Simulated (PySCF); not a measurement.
**A diatomic session: SeH**

One table from this session's results is given with a row withheld; the runs are named, their logs left out.

Program: PySCF 2.14.0. Level of theory: H cc-pVTZ, Se cc-pVTZ-PP with ECP10, scalar-relativistic core potentials. These are calculated values, not measurements.

The first run:

A driver script around PySCF takes these settings:

```yaml
atoms: H, Se
charge: 0
basis: H cc-pVTZ, Se cc-pVTZ-PP with ECP10
Hamiltonian: scalar-relativistic core potentials
basis_functions: 53
electrons_treated: 25
masses_in_u: 1.0078, 79.9165
levels: PBE0, PBE, r²SCAN, M06-2X, M06-L, LDA, LC-ωPBE, HF, MP2, SCS-MP2, CCSD, CCSD(T)
grid: 80 radial by 434 angular points
occupations: held fixed by the projection of orbital angular momentum
dissociation_limit: H + Se, each in its ground configuration
starting_distance_in_angstrom: 1.435
values_of_2S_to_try: 1, 3
```

Command:

```
> OMP_NUM_THREADS=1 python dia.py task.json out
```

Steps of the session up to this table: The job; PBE0 along the bond; Higher solutions at PBE0; PBE (GGA); r²SCAN; M06-2X; M06-L; LDA; LC-ωPBE; UHF; Correlated methods on the Hartree–Fock reference.

One table of the session follows, with a row left open; its other results are not shown here.

It belongs to the step «Constants by level of theory». 

| level | Re (Å) | ωe (cm⁻¹) | De (eV) |
| --- | --- | --- | --- |
| UHF | 1.455 | 2548 | 2.22 |
| UHF-MP2 | 1.451 | 2537 | 3.21 |
| UHF-SCS-MP2 | 1.454 | 2512 | 3.28 |
| UHF-CCSD | 1.458 | 2472 | 3.28 |
| UHF-CCSD(T) | 1.460 | 2454 | 3.32 |
| LDA | 1.483 | 2340 | 3.90 |
| PBE | 1.485 | 2329 | 3.38 |
| r²SCAN | 1.469 | 2409 | 3.40 |
| M06-L | 1.470 | 2424 | 3.36 |
| PBE0 | 1.471 | 2422 | 3.32 |
| M06-2X | ? | ? | ? |
| LC-ωPBE | 1.462 | 2501 | 3.25 |

Q: Estimate the row for M06-2X from the others.

The run gave: Re (Å): 1.469; ωe (cm⁻¹): 2445; De (eV): 3.18.

Caveats from the session: At some levels the lowest empty orbital lies below the highest filled one (the two can be of opposite spin).
